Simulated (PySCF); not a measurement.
# CoNH₂: relaxation and vibrations of the triplet

The task is one start of a wider search on CoNH₂: the triplet, from a trigonal pyramidal start. It is relaxed, tested by its Hessian and followed downhill if it is a saddle.

Method: PBE0, basis Co def2-TZVP, N def2-TZVP, H def2-TZVP, no relativity, density fitting; program: PySCF 2.14.0.

### Step 1. The system as given

4 atoms, charge 0, spin multiplicity 3.

Bond lengths: Co1–N2 1.630 Å, Co1–H3 1.430 Å, Co1–H4 1.430 Å. Angles: N2–Co1–H3 99.8°, N2–Co1–H4 99.8°, H3–Co1–H4 99.8°.

Z-matrix (Å, degrees; charge 0 multiplicity 3):
```
Co
N  1 1.6300
H  1 1.4300 2 99.75
H  1 1.4300 2 99.76 3 -101.77
```

### Step 2. The SCF at the typed geometry

One driver script runs all steps and calls PySCF; scf.py shows how it sets up the SCF of each step. The optimiser is the driver's own. After this first run the driver tries any further starts and a stability analysis.

The input, scf.py:

```python
from pyscf import gto, scf, dft
mol = gto.M(atom='''
Co    -0.029260     0.297530     0.000000
N      0.000000    -1.332190    -0.000010
H      0.855350     0.555730    -1.093440
H      0.855370     0.555760     1.093470''',
    basis={'Co': 'def2-TZVP', 'N': 'def2-TZVP', 'H': 'def2-TZVP'},
    charge=0, spin=2)
mf = dft.UKS(mol, xc='PBE0')
mf.grids.atom_grid = (50, 194)
aux = {'Co': 'def2-universal-JKFIT', 'N': 'def2-universal-JKFIT', 'H': 'def2-universal-JKFIT'}
mf = mf.density_fit(auxbasis=aux)
mf.conv_tol = 1e-08
mf.diis_space = 10
mf.max_cycle = 60
mf.init_guess = 'minao'
mf.verbose = 4
mf.kernel()
```

Run with:

```sh
$ OMP_NUM_THREADS=4 python axn.py task.json out
```

Further steps of the session: Relaxing the triplet from the trigonal pyramidal start; Hessian and properties.

Before running it: what results should come out? Wanted: minimum; geometry; wavenumbers; dipole moment; highest occupied, lowest empty level; polar-tensor charge of Co1; zero-point energy; atomisation energy; ⟨S²⟩.

As calculated:

| quantity | value |
| --- | --- |
| minimum | triplet, Cs |
| geometry | Co–H 1.460 Å (×2), Co–N 1.533 Å; H–Co–H 91.4°, H–Co–N 95.6° (×2) |
| wavenumbers (cm⁻¹) | 504 (a''), 532 (a'), 570 (a'), 985 (a'), 2025 (a'), 2056 (a'') |
| dipole moment | 3.02 D |
| highest occupied, lowest empty level (either spin) | -7.28, -2.65 eV |
| polar-tensor charge of Co1 | +0.57 e |
| zero-point energy | 39.9 kJ/mol |
| entropy at 298.15 K | 262.0 J/(mol K) |
| atomisation energy (no zero-point energy) | 673 kJ/mol |
| ⟨S²⟩ | 2.052 |

The molecule stays Cs, as typed, and the end point is a minimum. The strongest infrared band lies at 532 cm⁻¹ (a', bend). Most of the spin sits on Co1 (Mulliken spin 1.13, against 2 for the whole molecule). Other starts or spin states, not run here, may lie lower. One determinant may miss the lowest occupation of an open d or f shell.
